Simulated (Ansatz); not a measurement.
**CBF₂ radical: an energy map over bond length C2–F3 and angle F3–C2–F4**

A grid of calculations on CBF2, SMILES [B]=C(F)F, spin multiplicity 2, to see where the energy is lowest and how it rises around there.

The runs use Ansatz 0.2.0; UKS PBE-D4/def2-SVP.

## Step 1: Where the work starts

SMILES `[B]=C(F)F`, 4 atoms, charge 0, spin multiplicity 2.

Atoms are counted from 1 here; the program's logs count them from 0.

Bond lengths: B1–C2 1.528 Å, C2–F3 1.323 Å, C2–F4 1.323 Å. Angles: B1–C2–F3 122.3°, B1–C2–F4 122.3°, F3–C2–F4 112.0°.

Coordinates:

```
B    -0.8311    0.3543    1.2020
C     0.0825    0.0774    0.0086
F     0.9611   -0.9122    0.0060
F    -0.2125    0.4805   -1.2167
```

## Step 3: Setting up the map

- bond length C2–F3: 9 values from 1.138 to 1.852 Å
- angle F3–C2–F4: 9 values from 86.8 to 136.8 °

Nothing else is relaxed (all other coordinates rigid). Energies count from the relaxed molecule at the same level.

(The set-up runs are not shown.)

## Step 4: Grid point bond length C2–F3 = 1.316 Å, angle F3–C2–F4 = 111.8°

Input file input.yaml:

```yaml
crystal:
  periodic: [false, false, false]
  atoms:
    - { symbol: B, position_ang: [-0.831724, 0.354495, 1.20265] }
    - { symbol: C, position_ang: [0.082525, 0.077842, 0.009279] }
    - { symbol: F, position_ang: [0.956033, -0.906445, 0.004966] }
    - { symbol: F, position_ang: [-0.211365, 0.47919, -1.216405] }
magnetization:
  spin_polarized: true
  initial_magnetization: 1
basis:
  gaussian: { orbitals: def2-SVP }
hamiltonian:
  xc: pbe
  dispersion: d4
output:
  forces: true
```

Run with:

```console
$ ansatz run input.yaml --threads 1 --pin off --max-ram 2560MiB --backend cpu --events-out ev --progress --plain --runs-dir out
```

The session goes on with these runs: all other points of the grid.

Before running it: what results should come out? Wanted: lowest point; highest computed point; dipole moment.

The runs gave:

```
               quantity                                                                                                                                                  value
           lowest point                                                                                   bond length C2–F3 = 1.316 Å, angle F3–C2–F4 = 111.8°, 0.023 kcal/mol
 highest computed point                                                                    bond length C2–F3 = 1.138 Å, angle F3–C2–F4 = 86.8°, 72.3 kcal/mol above the lowest
      dipole moment (D)  0.68 at bond length C2–F3 = 1.495 Å, angle F3–C2–F4 = 86.8° to 3.16 at bond length C2–F3 = 1.138 Å, angle F3–C2–F4 = 136.8°; 1.48 at the lowest point
time for the whole task                                                                                                                        19 min on 1 thread, shared host
```

The lowest computed point is at bond length C2–F3 = 1.316 Å, angle F3–C2–F4 = 111.8°, 0.023 kcal/mol from the relaxed molecule at the same level. The grid is coarse, so the true minimum lies between grid points and may sit elsewhere than the lowest one. It is the only kind of minimum in the scanned range. The highest computed point, bond length C2–F3 = 1.138 Å, angle F3–C2–F4 = 86.8°, lies 72.3 kcal/mol above the lowest. Round the minimum the two coordinates are nearly uncoupled.
